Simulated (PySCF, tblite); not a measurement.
# C₈H₉O radical: geometry, infrared bands and EPR parameters

What infrared bands and EPR parameters should C₈H₉O radical (`C#C[C@H]([CH]C(C)=O)C=C`) show?

The runs use tblite 0.8.0 and PySCF 2.14.0, with density-fitted response routines of our own; the level of theory stands in each step. All values are computed, except where a source is named. Atoms count from 0, in the outputs and in this text.

### 1 Starting geometry

18 atoms, charge 0, multiplicity 2; geometry from: force field or distance geometry start.

Bonds of the start (Å): C0–C1 1.20, C1–C2 1.48, C2–C3 1.47, C3–C4 1.46, C4–C5 1.50, C4–O6 1.24, C2–C7 1.52, C7–C8 1.33, C0–H9 1.07, C2–H10 1.10, C3–H11 1.10, C5–H12 1.10, C5–H13 1.10, C5–H14 1.10, C7–H15 1.10, C8–H16 1.09, C8–H17 1.08.

### 2 Optimising the geometry with GFN2-xTB

What the job is given:

```
{"job": {"kind": "relax", "xc": "GFN2-xTB", "basis": "xTB"}, "charge": 0, "multiplicity": 2}
C     -2.426500    -2.027300    -0.768800
C     -1.726000    -1.096700    -0.491000
C     -0.835000     0.033100    -0.134900
C      0.462900    -0.488800     0.330100
C      1.724200     0.008300    -0.222000
C      3.003400    -0.568300     0.300700
O      1.723000     0.886300    -1.095600
C     -1.501100     0.856400     0.949300
C     -1.698000     2.173600     0.881800
H     -3.075900    -2.840100    -1.022400
H     -0.719100     0.646700    -1.040700
H      0.503200    -1.238800     1.128500
H      2.819500    -1.468600     0.903000
H      3.659300    -0.839100    -0.538600
H      3.500600     0.183900     0.935500
H     -1.853100     0.320700     1.842900
H     -2.189400     2.711800     1.695100
H     -1.380700     2.753300     0.022100
```

Launch:

```bash
> OMP_NUM_THREADS=1 python probes_run.py task.json out
```

One launch serves the whole session: the jobs run in the order shown.

Log:

```text
step      E/eV     max force
  0    -696.62079    1.372
  1    -696.67455    1.695
  2    -696.67682    2.144
  3    -696.70327    0.511
  4    -696.70982    0.281
  5    -696.71573    0.181
  6    -696.72010    0.142
  7    -696.72149    0.118
  8    -696.72358    0.127
  9    -696.72540    0.096
 10    -696.72630    0.090
 11    -696.72763    0.096
 12    -696.72850    0.093
 13    -696.72900    0.051
 14    -696.72925    0.038
 15    -696.72953    0.045
 16    -696.72987    0.055
 17    -696.73017    0.040
 18    -696.73033    0.027
 19    -696.73043    0.023
 20    -696.73054    0.029
 21    -696.73066    0.031
 22    -696.73077    0.030
 23    -696.73087    0.033
 24    -696.73098    0.037
 25    -696.73113    0.042
 26    -696.73132    0.047
 27    -696.73155    0.048
 28    -696.73183    0.045
 29    -696.73214    0.043
 30    -696.73245    0.046
 31    -696.73271    0.033
 32    -696.73290    0.030
 33    -696.73306    0.035
 34    -696.73323    0.032
 35    -696.73343    0.037
 36    -696.73363    0.033
 37    -696.73379    0.026
 38    -696.73394    0.032
 39    -696.73412    0.034
 40    -696.73437    0.041
 41    -696.73468    0.041
 42    -696.73500    0.038
 43    -696.73529    0.040
 44    -696.73561    0.043
 45    -696.73603    0.057
 46    -696.73662    0.073
 47    -696.73736    0.081
 48    -696.73824    0.079
 49    -696.73932    0.089
 50    -696.74070    0.113
 51    -696.74212    0.098
 52    -696.74312    0.066
 53    -696.74309    0.162
 54    -696.74318    0.139
 55    -696.74470    0.049
 56    -696.74513    0.048
 57    -696.74704    0.085
 58    -696.74745    0.050
 59    -696.74782    0.049
 60    -696.74858    0.058
 61    -696.74921    0.069
 62    -696.74978    0.059
 63    -696.75031    0.049
 64    -696.75090    0.066
 65    -696.75164    0.096
 66    -696.75267    0.076
 67    -696.75364    0.123
 68    -696.75488    0.072
 69    -696.75598    0.072
 70    -696.75728    0.077
 71    -696.75850    0.087
 72    -696.75917    0.144
 73    -696.76074    0.107
 74    -696.76160    0.081
 75    -696.76267    0.050
 76    -696.76331    0.048
 77    -696.76367    0.034
 78    -696.76388    0.033
 79    -696.76408    0.038
 80    -696.76423    0.027
 81    -696.76430    0.020
 82    -696.76435    0.016
 83    -696.76442    0.021
 84    -696.76453    0.030
 85    -696.76471    0.032
 86    -696.76494    0.029
 87    -696.76517    0.039
 88    -696.76540    0.047
 89    -696.76565    0.052
 90    -696.76600    0.054
 91    -696.76643    0.050
 92    -696.76690    0.052
 93    -696.76727    0.043
 94    -696.76749    0.050
 95    -696.76767    0.026
 96    -696.76782    0.022
 97    -696.76800    0.024
 98    -696.76811    0.027
 99    -696.76831    0.039
100    -696.76850    0.048
101    -696.76869    0.051
102    -696.76885    0.047
103    -696.76906    0.036
104    -696.76933    0.035
105    -696.76961    0.041
106    -696.76970    0.176
107    -696.76992    0.025
108    -696.76999    0.077
109    -696.77011    0.045
110    -696.77025    0.017
111    -696.77034    0.032
112    -696.77040    0.020
113    -696.77045    0.016
114    -696.77052    0.019
115    -696.77061    0.026
116    -696.77068    0.019
117    -696.77073    0.020
118    -696.77077    0.018
119    -696.77081    0.022
120    -696.77087    0.016
121    -696.77092    0.019
122    -696.77096    0.019
123    -696.77100    0.018
124    -696.77105    0.014
125    -696.77110    0.020
126    -696.77116    0.020
127    -696.77121    0.017
128    -696.77124    0.013
129    -696.77127    0.019
130    -696.77130    0.014
131    -696.77134    0.018
132    -696.77137    0.010
```

It took 0.86 s on 1 thread of Arm Neoverse V1, shared host; peak memory 0.18 GiB.

The steps of the relaxation: (not every step is listed)

| step | energy from step 0 (eV) | largest force (eV/Å) |
| --- | --- | --- |
| 0 | 0.0000 | 1.3723 |
| 1 | -0.0538 | 1.6949 |
| 2 | -0.0560 | 2.1442 |
| 3 | -0.0825 | 0.5109 |
| 4 | -0.0890 | 0.2811 |
| 5 | -0.0949 | 0.1808 |
| 6 | -0.0993 | 0.1423 |
| 7 | -0.1007 | 0.1181 |
| 8 | -0.1028 | 0.1266 |
| 19 | -0.1096 | 0.0233 |
| 30 | -0.1117 | 0.0456 |
| 41 | -0.1139 | 0.0407 |
| 52 | -0.1223 | 0.0661 |
| 63 | -0.1295 | 0.0489 |
| 74 | -0.1408 | 0.0807 |
| 85 | -0.1439 | 0.0322 |
| 96 | -0.1470 | 0.0220 |
| 107 | -0.1491 | 0.0253 |
| 118 | -0.1500 | 0.0175 |
| 127 | -0.1504 | 0.0172 |
| 128 | -0.1504 | 0.0134 |
| 129 | -0.1505 | 0.0190 |
| 130 | -0.1505 | 0.0145 |
| 131 | -0.1505 | 0.0180 |
| 132 | -0.1506 | 0.0097 |

Distances of close pairs at the start and the end, largest changes first:

| bond | before (Å) | after (Å) | change (Å) |
| --- | --- | --- | --- |
| C3–C4 | 1.464 | 1.425 | -0.039 |
| C1–C2 | 1.482 | 1.447 | -0.035 |
| C0–H9 | 1.071 | 1.049 | -0.022 |
| C7–H15 | 1.100 | 1.081 | -0.019 |
| C3–H11 | 1.096 | 1.079 | -0.017 |
| C4–C5 | 1.497 | 1.515 | +0.017 |
| C8–H16 | 1.092 | 1.077 | -0.015 |
| C5–H14 | 1.103 | 1.088 | -0.014 |

The next job starts from the end point, and lists it.

### 3 Vibrational analysis with GFN2-xTB

What the job is given:

```
{"job": {"kind": "ir", "xc": "GFN2-xTB", "basis": "xTB"}, "charge": 0, "multiplicity": 2}
C     -2.645824    -2.163124    -0.563590
C     -1.885605    -1.244166    -0.464299
C     -0.957581    -0.146182    -0.298344
C      0.379297    -0.575687     0.178444
C      1.545053     0.161677    -0.180352
C      2.845851    -0.334761     0.415692
O      1.503774     1.141378    -0.924438
C     -1.409677     0.793453     0.813369
C     -1.152262     2.087988     0.801865
H     -3.313652    -2.963463    -0.681280
H     -0.848914     0.421436    -1.228678
H      0.445543    -1.398697     0.872934
H      2.972803    -1.396114     0.214788
H      3.678251     0.219657    -0.007942
H      2.832785    -0.190324     1.494415
H     -1.921744     0.312249     1.635006
H     -1.475216     2.734639     1.600577
H     -0.601642     2.546359    -0.003123
```

Log:

```text
mode    cm-1     km/mol
  1      55.5      6.71
  2      63.5      1.65
  3      79.7      1.07
  4      84.1      0.24
  5     123.6      3.09
  6     148.1      0.17
  7     193.7      8.75
  8     231.5      3.54
  9     357.4      2.63
 10     372.4      0.26
 11     436.2      2.42
 12     486.1      0.59
 13     514.2      0.53
 14     584.4     23.90
 15     613.1     12.72
 16     655.5      6.96
 17     665.1     28.79
 18     665.6     30.91
 19     888.0     22.11
 20     888.6      5.29
 21     941.3     11.31
 22     974.1     17.40
 23     982.1     20.65
 24    1001.7     22.05
 25    1030.7      2.79
 26    1064.8     25.97
 27    1131.6     18.17
 28    1144.8     11.94
 29    1192.0     35.53
 30    1228.9     51.76
 31    1268.9      8.84
 32    1370.3      7.53
 33    1375.9     49.29
 34    1392.5     17.12
 35    1459.0     13.64
 36    1465.5      9.49
 37    1590.8    172.36
 38    1668.2      7.90
 39    2286.4      5.20
 40    2932.3      4.98
 41    3020.4     14.88
 42    3030.8      9.65
 43    3062.7     10.79
 44    3066.9     22.75
 45    3092.5     19.46
 46    3097.8      4.55
 47    3128.5     24.09
 48    3396.7      5.21
```

Run time: 0.63 s. Hardware: 1 thread of Arm Neoverse V1, shared host; peak memory 0.18 GiB.

Which atoms move in the most intense modes:

| cm⁻¹ | km/mol | atoms |
| --- | --- | --- |
| 665 | 28.8 | H9 63 %, H11 11 % |
| 666 | 30.9 | H9 51 %, H11 13 %, C3 11 % |
| 1065 | 26.0 | C2 33 %, C7 21 %, H15 15 %, H17 10 % |
| 1192 | 35.5 | H10 65 % |
| 1229 | 51.8 | H10 34 %, C2 20 %, H15 16 %, C4 15 % |
| 1376 | 49.3 | C3 29 %, C4 16 %, H11 10 % |
| 1591 | 172.4 | C4 62 %, O6 35 % |
| 3128 | 24.1 | H17 53 %, H16 35 % |

### 4 EPR parameters: B3LYP/pcH-1

Settings changed since step 3:

```diff
@@ -1,2 +1,2 @@
-{"job": {"kind": "ir", "xc": "GFN2-xTB", "basis": "xTB"}, "charge": 0, "multiplicity": 2}
+{"job": {"kind": "epr", "basis": "pcH-1"}, "charge": 0, "multiplicity": 2}
 C     -2.645824    -2.163124    -0.563590
```

Method: UKS B3LYP, pcH-1 on C H O, non-relativistic, mean-field spin-orbit, GIAO.

Log:

```text
UKS, coarse grid
  cycle   1  E = -385.19147017  |g| = 6.63e-01
  cycle   2  E = -383.90125892  |g| = 1.73e+00
  cycle   3  E = -385.32219323  |g| = 3.17e-01
  cycle   4  E = -385.37432319  |g| = 7.85e-02
  cycle   5  E = -385.37557830  |g| = 6.97e-02
  cycle   6  E = -385.37777288  |g| = 1.98e-02
  cycle   7  E = -385.37802245  |g| = 8.45e-03
  cycle   8  E = -385.37808607  |g| = 3.68e-03
  cycle   9  E = -385.37810085  |g| = 2.08e-03
  cycle  10  E = -385.37810388  |g| = 1.06e-03
  cycle  11  E = -385.37810552  |g| = 3.67e-04
UKS, final grid
  cycle   1  E = -385.37812979  |g| = 5.55e-04
  cycle   2  E = -385.37812938  |g| = 1.21e-03
  cycle   3  E = -385.37812994  |g| = 1.07e-04
  cycle   4  E = -385.37812995  |g| = 5.29e-05
  cycle   5  E = -385.37812995  |g| = 4.97e-05
  cycle   6  E = -385.37812995  |g| = 1.57e-05
E = -385.37812995 Eh   <S^2> = 0.7617 (exact 0.7500)
g shifts (ppm)      1          2          3
  rmc          -190       -190       -190
  gc             -1         42         34
  oz_so          26       1700       4702
  total        -165       1552       4545
hyperfine (MHz)  atom isotope    a_iso     a_fc   dipolar eigenvalues
    0   13C       0.76       0.76     -1.05      0.25      0.80
    1   13C      15.16      15.16     -1.43     -1.14      2.57
    2   13C     -18.91     -18.91     -2.66      0.12      2.54
    3   13C      65.41      65.41    -63.89    -62.96    126.86
    4   13C     -34.25     -34.25     -8.23      1.17      7.06
    5   13C      -2.80      -2.80     -1.25      0.45      0.81
    6   17O     -17.29     -17.29    -80.48     39.92     40.56
    7   13C      49.76      49.76    -10.52     -1.72     12.24
    8   13C       7.00       7.00     -8.28     -7.26     15.54
    9    1H       0.25       0.25     -0.74     -0.59      1.33
   10    1H      16.92      16.92     -4.03     -2.95      6.98
   11    1H     -50.62     -50.62    -30.27     -1.50     31.77
   12    1H       4.56       4.56     -3.15     -1.88      5.03
   13    1H      -1.77      -1.77     -1.95     -1.10      3.05
   14    1H       3.74       3.74     -2.82     -1.71      4.53
   15    1H       2.03       2.03     -3.74     -1.19      4.93
   16    1H      -0.30      -0.30     -4.58     -1.30      5.88
   17    1H      -3.88      -3.88     -4.14      0.95      3.19
```

Run time: 1.8 min. Hardware: 1 thread of Arm Neoverse V1, shared host; peak memory 1.1 GiB.

Principal g values 2.00215, 2.00387, 2.00686; g(iso) = 2.00430, against 2.00232 for a free electron.

Mean a(iso) over the nuclei that a row names, and the largest dipolar term of the row (other rows stand at the frozen geometry):

| nuclei | isotope | a(iso) (MHz) | a(iso) (G, at g = 2.0023) | largest dipolar term (MHz) |
| --- | --- | --- | --- | --- |
| C3 | 13C | 65.4 | 23.3 | 126.9 |
| H11 | 1H | -50.6 | -18.1 | 31.8 |
| C7 | 13C | 49.8 | 17.8 | 12.2 |
| C4 | 13C | -34.3 | -12.2 | -8.2 |
| C2 | 13C | -18.9 | -6.7 | -2.7 |
| O6 | 17O | -17.3 | -6.2 | -80.5 |
| H10 | 1H | 16.9 | 6.0 | 7.0 |
| C1 | 13C | 15.2 | 5.4 | 2.6 |
| C8 | 13C | 7.0 | 2.5 | 15.5 |
| H17 | 1H | -3.9 | -1.4 | -4.1 |
| C5 | 13C | -2.8 | -1.0 | -1.3 |
| H12, H13, H14 | 1H | 2.2 | 0.8 | 5.0 |
| H15 | 1H | 2.0 | 0.7 | 4.9 |
| C0 | 13C | 0.8 | 0.3 | -1.1 |

Mulliken spin populations:

C0 0.00; C1 0.01; C2 -0.05; C3 0.81; C4 -0.09; C5 0.00; O6 0.26; C7 -0.02; C8 0.10; H9 0.00; H10 0.01; H11 -0.03; H12 0.00; H13 0.00; H14 0.00; H15 0.00; H16 0.00; H17 0.00

In first order the couplings over 0.8 MHz of 1H give 64 distinct lines over 28.5 G, if the averaged nuclei exchange fast.

The fields below are evaluated on a grid from the run's orbitals.

ELF in a plane through or near 7 of the atoms.

Values, 10 rows by 14 columns:
```
0.00 0.00 0.00 0.00 0.00 0.00 0.00 0.00 0.00 0.00 0.00 0.00 0.00 0.00
0.00 0.00 0.00 0.00 0.00 0.00 0.00 0.01 0.04 0.00 0.00 0.00 0.00 0.00
0.00 0.00 0.00 0.00 0.00 0.00 0.07 0.34 0.84 0.26 0.02 0.00 0.00 0.00
0.00 0.00 0.00 0.00 0.00 0.00 0.20 0.67 0.38 0.69 0.34 0.00 0.00 0.00
0.00 0.00 0.05 0.09 0.03 0.31 0.04 0.24 0.34 0.54 0.07 0.00 0.00 0.00
0.00 0.01 0.90 0.96 0.46 0.58 0.63 0.85 0.49 0.59 0.57 0.31 0.01 0.00
0.00 0.00 0.08 0.57 0.97 0.07 0.67 0.50 0.42 0.66 0.51 0.55 0.07 0.00
0.00 0.00 0.01 0.67 0.97 0.03 0.08 0.02 0.26 0.66 0.83 1.00 0.69 0.00
0.00 0.00 0.00 0.00 0.00 0.00 0.00 0.00 0.00 0.03 0.05 0.21 0.00 0.00
0.00 0.00 0.00 0.00 0.00 0.00 0.00 0.00 0.00 0.00 0.00 0.00 0.00 0.00
```
The map spans 12.6 Å across and 11.5 Å up, centred on the molecule. Atoms in the plane (x, y in Å): C0 (2.9, -1.9), C1 (2.1, -1.1), C2 (1.0, -0.1), C3 (-0.3, -0.6), C8 (0.8, 2.3), H9 (3.7, -2.6), H13 (-3.7, -0.3).

log10 of the density (e/Å³) in the same plane.

Values, 10 rows by 14 columns:
```
-4.0 -4.0 -4.0 -4.0 -4.0 -4.0 -4.0 -4.0 -4.0 -4.0 -4.0 -4.0 -4.0 -4.0
-4.0 -4.0 -4.0 -4.0 -4.0 -4.0 -3.6 -2.8 -2.6 -3.1 -4.0 -4.0 -4.0 -4.0
-4.0 -4.0 -4.0 -4.0 -4.0 -3.4 -1.9 -0.9 -0.5 -1.5 -2.7 -4.0 -4.0 -4.0
-4.0 -4.0 -4.0 -3.8 -3.1 -2.5 -1.4 -0.1  0.3 -0.8 -1.9 -3.6 -4.0 -4.0
-4.0 -3.8 -2.5 -1.9 -1.5 -1.1 -1.3 -0.7  0.3 -0.5 -1.8 -3.2 -4.0 -4.0
-4.0 -3.0 -1.2  0.0  0.3  0.1  0.3  0.2  0.1 -0.3 -0.9 -1.8 -2.9 -4.0
-4.0 -3.3 -1.8 -0.6  0.1 -1.0 -0.5 -0.6 -0.6  0.2  0.3 -0.8 -2.1 -3.9
-4.0 -4.0 -2.9 -1.8 -1.3 -2.1 -2.2 -2.2 -1.6 -0.8 -0.2 -0.1 -1.8 -3.8
-4.0 -4.0 -4.0 -4.0 -3.8 -4.0 -4.0 -4.0 -3.3 -2.6 -2.3 -2.3 -3.2 -4.0
-4.0 -4.0 -4.0 -4.0 -4.0 -4.0 -4.0 -4.0 -4.0 -4.0 -4.0 -4.0 -4.0 -4.0
```
The map spans 12.6 Å across and 11.5 Å up, centred on the molecule. Atoms in the plane (x, y in Å): C0 (2.9, -1.9), C1 (2.1, -1.1), C2 (1.0, -0.1), C3 (-0.3, -0.6), C8 (0.8, 2.3), H9 (3.7, -2.6), H13 (-3.7, -0.3).

On the surface of density 0.002 e/bohr³ the electrostatic potential runs, from the 1st to the 99th percentile, from -1.64 V near O6 to 1.42 V near H9.

The spin density lies nearest to C3 50 %; O6 21 %; C4 7 % (both signs).

### 5 Outcome

```
                                 quantity                  value
strongest single infrared mode (GFN2-xTB)  1591 cm⁻¹, 172 km/mol
             zero-point energy (GFN2-xTB)          86.5 kcal/mol
                           g(iso) (B3LYP)                2.00430
                                     ⟨S²⟩     0.762 (exact 0.75)
       largest a(iso) (averaged by class)    13C on C3, 65.4 MHz
    surface potential, 1st and 99th percentile     -1.64 V and 1.42 V
```

What this shows: Over 132 steps the energy fell by 0.151 eV; of the close pairs, C3–C4 changed most, 1.464 to 1.425 Å. No mode is imaginary among the 48: a minimum at this level. The strongest single mode, at 1591 cm⁻¹, moves mainly C4 and O6. Unscaled tight-binding wavenumbers are off by several per cent, some by more. Its intensities can rank the bands wrongly. C3 carries the largest spin population, 0.81 e. The isotropic g lies 2.0 ppt above the free-electron value.
